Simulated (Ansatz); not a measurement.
# Al (Aluminum): the cost of one run

Computed with Ansatz 0.2.0 (DFT PBE+D3(BJ), scalar-relativistic, plane waves, PAW, unless a step's input says otherwise).

### 1 The structure to begin with

Symmetry: Fm-3m, No. 225, cubic system. The conventional cell has a = 3.983 Å, b = 3.983 Å, c = 3.983 Å, α = 90.00°, β = 90.00°, γ = 90.00°. Al (site symmetry m-3m) is surrounded by 12 Al at 2.82 Å.

As a file:

```cif
data_structure
_symmetry_space_group_name_H-M 'P 1'
_symmetry_Int_Tables_number 1
_cell_length_a 2.8162
_cell_length_b 2.8162
_cell_length_c 2.8162
_cell_angle_alpha 60.000
_cell_angle_beta 60.000
_cell_angle_gamma 60.000
_cell_volume 15.79
loop_
_atom_site_label
_atom_site_type_symbol
_atom_site_fract_x
_atom_site_fract_y
_atom_site_fract_z
_atom_site_occupancy
Al1 Al 0.00000 0.00000 0.00000 1
```

It is the result of an earlier relaxation at this level (volume 15.79 Å³/atom; gap on the mesh: none (metal)).

### 2 Relaxing to 0.001 eV/Å, with the smearing for a metal

Response runs need a geometry at rest under their own mesh and occupations; hence this stricter relaxation.

input.yaml

```yaml
crystal:
  lattice:
    - [0.0, 1.9913663548, 1.9913663548]
    - [1.9913663548, 0.0, 1.9913663548]
    - [1.9913663548, 1.9913663548, 0.0]
  atoms:
    - { symbol: Al, position: [0.0, 0.0, 0.0] }
basis:
  ecutwfc: 420
kpoints:
  mp_grid: { grid: [20, 20, 20] }
hamiltonian:
  xc: pbe
  dispersion: d3bj
scf:
  occupations: { method: fermi_dirac, width: 0.15 }
output:
  forces: true
  stress: true
  eigenvalues: true
relax:
  adjacent_minimum: "off"
  f_tol: 0.001
  max_steps: 60
  cell: { stress_tol: 0.01 }
```

Run with:

```sh
$ ansatz run input.yaml --threads 1 --pin off --max-ram 2560MiB --backend cpu --events-out ev --progress --plain --runs-dir out
```

Q: Estimate wall time and peak memory on 1 thread of an x86-64 CPU, shared host.

About 4.6 s, with a peak of 0.36 GiB.
